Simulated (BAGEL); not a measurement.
**HF/def2-SVP (density fitting with qzvpp-jkfit) run of GaAsH6 (SMILES [GaH3-][AsH3+])**

Aim: the energy change on altering one bond length of GaAsH6 at HF/def2-SVP (density fitting with qzvpp-jkfit), from 2 runs. 

Program for the calculation: BAGEL 1.2.2.

### Step 1. The structure to begin with

GaAsH6 has 8 atoms, charge 0, and is taken as a singlet. As SMILES, `[GaH3-][AsH3+]`. The coordinates come from a PBE0-D4/def2-TZVP relaxation.

Bond lengths: Ga1–As2 2.660 Å, Ga1–H3 1.574 Å, Ga1–H4 1.574 Å, Ga1–H5 1.574 Å, As2–H6 1.509 Å, As2–H7 1.509 Å, As2–H8 1.509 Å. Some angles: Ga1–As2–H6 120.3°, Ga1–As2–H7 120.4°, Ga1–As2–H8 120.3°, As2–Ga1–H3 96.1°, As2–Ga1–H4 96.0°, As2–Ga1–H5 96.1°, H6–As2–H7 96.8°, H6–As2–H8 96.8°, H7–As2–H8 96.8°, H3–Ga1–H4 118.9°.

### Step 2. The energy at HF/def2-SVP (density fitting with qzvpp-jkfit)

Input file job.json:

```json
{ "bagel" : [

{
  "title" : "molecule",
  "basis" : "svp",
  "df_basis" : "qzvpp-jkfit",
  "angstrom" : true,
  "geometry" : [
    { "atom" : "Ga", "xyz" : [      -0.484000,       0.147800,      -1.471200 ] },
    { "atom" : "As", "xyz" : [       0.365000,      -0.117600,       1.036000 ] },
    { "atom" : "H", "xyz" : [       0.423200,      -0.988100,      -2.075500 ] },
    { "atom" : "H", "xyz" : [      -1.996500,      -0.166900,      -1.167600 ] },
    { "atom" : "H", "xyz" : [      -0.038000,       1.648300,      -1.639500 ] },
    { "atom" : "H", "xyz" : [       1.005200,       1.046800,       1.750900 ] },
    { "atom" : "H", "xyz" : [       1.421100,      -1.139300,       1.379400 ] },
    { "atom" : "H", "xyz" : [      -0.603800,      -0.488100,       2.131900 ] }
  ]
},

{
  "title" : "hf"
},

{
  "title" : "print",
  "file" : "orbitals.molden",
  "orbitals" : true
}

]}
```

On the command line:

```bash
$ BAGEL_NUM_THREADS=1 BAGEL job.json > job.out
```

The log of the run:

```text
* using 1 threads per process

  ===============================================================
  ===============================================================

  *** Geometry ***

  { "atom" : "Ga", "xyz" : [     -0.914627,      0.279302,     -2.780165 ] },
  { "atom" : "As", "xyz" : [      0.689750,     -0.222232,      1.957756 ] },
  { "atom" : "H", "xyz" : [      0.799732,     -1.867238,     -3.922127 ] },
  { "atom" : "H", "xyz" : [     -3.772838,     -0.315395,     -2.206444 ] },
  { "atom" : "H", "xyz" : [     -0.071810,      3.114836,     -3.098206 ] },
  { "atom" : "H", "xyz" : [      1.899553,      1.978165,      3.308721 ] },
  { "atom" : "H", "xyz" : [      2.685490,     -2.152965,      2.606688 ] },
  { "atom" : "H", "xyz" : [     -1.141017,     -0.922375,      4.028707 ] },

  Number of auxiliary basis functions:      640

  Since a DF basis is specified, we compute 2- and 3-index integrals:
    o Being stored without compression. Storage requirement is 0.045 GB

  Number of basis functions:       94
  Number of electrons      :       70

    * METHOD: MOLECULE                             0.45

  *** RHF ***

  === Nuclear Repulsion ===
   301.5805314521

      * DIIS with orbital gradients will be used.

  === RHF iteration (svp) ===
      0      -4160.33091825          0.00584649           0.16
      1      -4160.36919815          0.00189658           0.16
      2      -4160.37238830          0.00088067           0.16
      3      -4160.37281214          0.00013032           0.16
      4      -4160.37282698          0.00004081           0.16
      5      -4160.37282834          0.00001448           0.16
      6      -4160.37282850          0.00000233           0.16
      7      -4160.37282851          0.00000041           0.16
      8      -4160.37282851          0.00000014           0.16
      9      -4160.37282851          0.00000006           0.16
     10      -4160.37282851          0.00000001           0.16
     11      -4160.37282851          0.00000000           0.16
    * SCF iteration converged.

    * Permanent dipole moment:
           (   -0.479584,     0.149983,    -1.415696) a.u.

    * METHOD: HF                                   2.25

    * METHOD: PRINT                                0.02

  ===============================================================
```

Wall time 2.9 s (1 thread of Arm Neoverse V1, shared host); peak memory 0.19 GiB.

### Step 3. The distorted shape, same level

Input file hf.json:

```json
{ "bagel" : [

{
  "title" : "molecule",
  "basis" : "svp",
  "df_basis" : "qzvpp-jkfit",
  "angstrom" : true,
  "geometry" : [
    { "atom" : "Ga", "xyz" : [   -0.840793,   -1.052578,   -1.336562 ] },
    { "atom" : "As", "xyz" : [    0.008207,   -1.317978,    1.170638 ] },
    { "atom" : "H", "xyz" : [    0.066407,   -2.188478,   -1.940862 ] },
    { "atom" : "H", "xyz" : [   -2.353293,   -1.367278,   -1.032962 ] },
    { "atom" : "H", "xyz" : [   -0.038000,    1.648300,   -1.639500 ] },
    { "atom" : "H", "xyz" : [    0.648407,   -0.153578,    1.885538 ] },
    { "atom" : "H", "xyz" : [    1.064307,   -2.339678,    1.514038 ] },
    { "atom" : "H", "xyz" : [   -0.960593,   -1.688478,    2.266538 ] }
  ]
},
{ "title" : "hf" },
{ "title" : "print", "file" : "orbitals.molden", "orbitals" : true }

]}
```

On the command line:

```bash
$ BAGEL_NUM_THREADS=1 BAGEL hf.json > hf.out
```

The log of the run:

```text
* using 1 threads per process

  ===============================================================
  ===============================================================

  *** Geometry ***

  { "atom" : "Ga", "xyz" : [     -1.588868,     -1.989084,     -2.525736 ] },
  { "atom" : "As", "xyz" : [      0.015509,     -2.490617,      2.212185 ] },
  { "atom" : "H", "xyz" : [      0.125491,     -4.135624,     -3.667698 ] },
  { "atom" : "H", "xyz" : [     -4.447079,     -2.583781,     -1.952015 ] },
  { "atom" : "H", "xyz" : [     -0.071810,      3.114836,     -3.098206 ] },
  { "atom" : "H", "xyz" : [      1.225312,     -0.290220,      3.563150 ] },
  { "atom" : "H", "xyz" : [      2.011249,     -4.421351,      2.861117 ] },
  { "atom" : "H", "xyz" : [     -1.815258,     -3.190761,      4.283136 ] },

  Number of auxiliary basis functions:      640

  Since a DF basis is specified, we compute 2- and 3-index integrals:
    o Being stored without compression. Storage requirement is 0.045 GB

  Number of basis functions:       94
  Number of electrons      :       70

    * METHOD: MOLECULE                             0.46

  *** RHF ***

  === Nuclear Repulsion ===
   295.6482768134

      * DIIS with orbital gradients will be used.

  === RHF iteration (svp) ===
      0      -4160.20365263          0.00641890           0.16
      1      -4160.25531596          0.00225363           0.15
      2      -4160.25950419          0.00116315           0.15
      3      -4160.26035439          0.00017491           0.16
      4      -4160.26038732          0.00005030           0.16
      5      -4160.26038967          0.00001659           0.15
      6      -4160.26038993          0.00000440           0.15
      7      -4160.26038995          0.00000100           0.15
      8      -4160.26038996          0.00000046           0.15
      9      -4160.26038996          0.00000019           0.15
     10      -4160.26038996          0.00000005           0.15
     11      -4160.26038996          0.00000002           0.15
     12      -4160.26038996          0.00000001           0.15
    * SCF iteration converged.

    * Permanent dipole moment:
           (   -0.144032,     1.547447,    -1.785976) a.u.

    * METHOD: HF                                   2.38

    * METHOD: PRINT                                0.02

  ===============================================================
```

Run time: 3 s. Hardware: 1 thread of Arm Neoverse V1, shared host; peak memory 0.19 GiB.

### Step 4. Summary of results

At HF/def2-SVP (density fitting with qzvpp-jkfit):

```
                                                          quantity           value
                                         first shape: total energy  -4160.37283 Eh
                                        first shape: dipole moment          3.82 D
                                          first shape: HOMO energy       -10.92 eV
                                          first shape: LUMO energy         2.87 eV
                                        first shape: HOMO–LUMO gap        13.78 eV
                                     distorted shape: total energy  -4160.26039 Eh
                                    distorted shape: dipole moment          6.02 D
                                      distorted shape: HOMO energy        -7.78 eV
                                      distorted shape: LUMO energy         1.13 eV
                                    distorted shape: HOMO–LUMO gap         8.91 eV
energy change with the Ga1–H5 bond stretched from 1.574 to 2.834 Å        3.060 eV
```

What this shows: One bond (distorted shape) is far stretched, which a spin-restricted single reference describes badly; a broken-symmetry solution may lie lower. With the Ga1–H5 bond stretched from 1.574 to 2.834 Å the energy rises by 3.06 eV (295 kJ/mol). The first shape isn't relaxed at this level, so the change isn't measured from a minimum. A restricted reference can't describe the breaking bond well at this length.
